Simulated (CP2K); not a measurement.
Runs of CP2K 2026.2 on WF. The structure is trigonal, space group R3m (No. 160). The conventional cell has a = 2.732 Å, b = 2.732 Å, c = 15.209 Å, α = 90.00°, β = 90.00°, γ = 120.00°. W (site symmetry 3m) has 1 F at 1.87 Å as nearest neighbours. F (site symmetry 3m) has 1 W at 1.87 Å as nearest neighbours. The cell was built by a generator and needn't be a form met in nature.

```tsv
level	cutoff of the non-local correlation (Ry)	gap on the mesh (eV)	pressure (GPa)	largest force (eV/Å)
HLE16	-	none	-24.5	3.04
LDA	-	none	-8.1	0.74
RPBE	-	none	2.1	0.12
PBE	-	none	(d)	(b)
PBEsol	-	none	-5.2	0.59
r2SCAN	-	none	(c)	(a)
vdW-DF-cx	150 Ry	none	-4.1	-
```

Alike in all rows: task band structure; potentials or basis POTENTIAL_UZH W GTH-PBE-q14, F GTH-PBE-q7; TZVP-MOLOPT-PBE-GTH basis; no spin polarisation; cell as given; k mesh 11 × 11 × 11; smearing fermi-dirac 0.05 eV.

Estimate the missing entries.

(a) 0.52; (b) 0.25; (c) -3.8; (d) -0.7.

Caveats: spin-orbit coupling is left out, which moves the levels of the heavy elements; the basis of atomic orbitals isn't converged, which shifts pressures, moduli and gaps; an odd number of electrons without spin polarisation forces a metal; a magnetic or distorted state may lie lower; the potentials were made for another functional, which shifts forces and pressure (some runs); the potentials were made for a functional far from this one (some runs); the forces don't sum to zero, a sign of grid noise (some runs).

A k mesh can miss the band edges, and the runs leave out spin-orbit coupling on W.

A gap of «none» marks a metal or a gap under the smearing width.
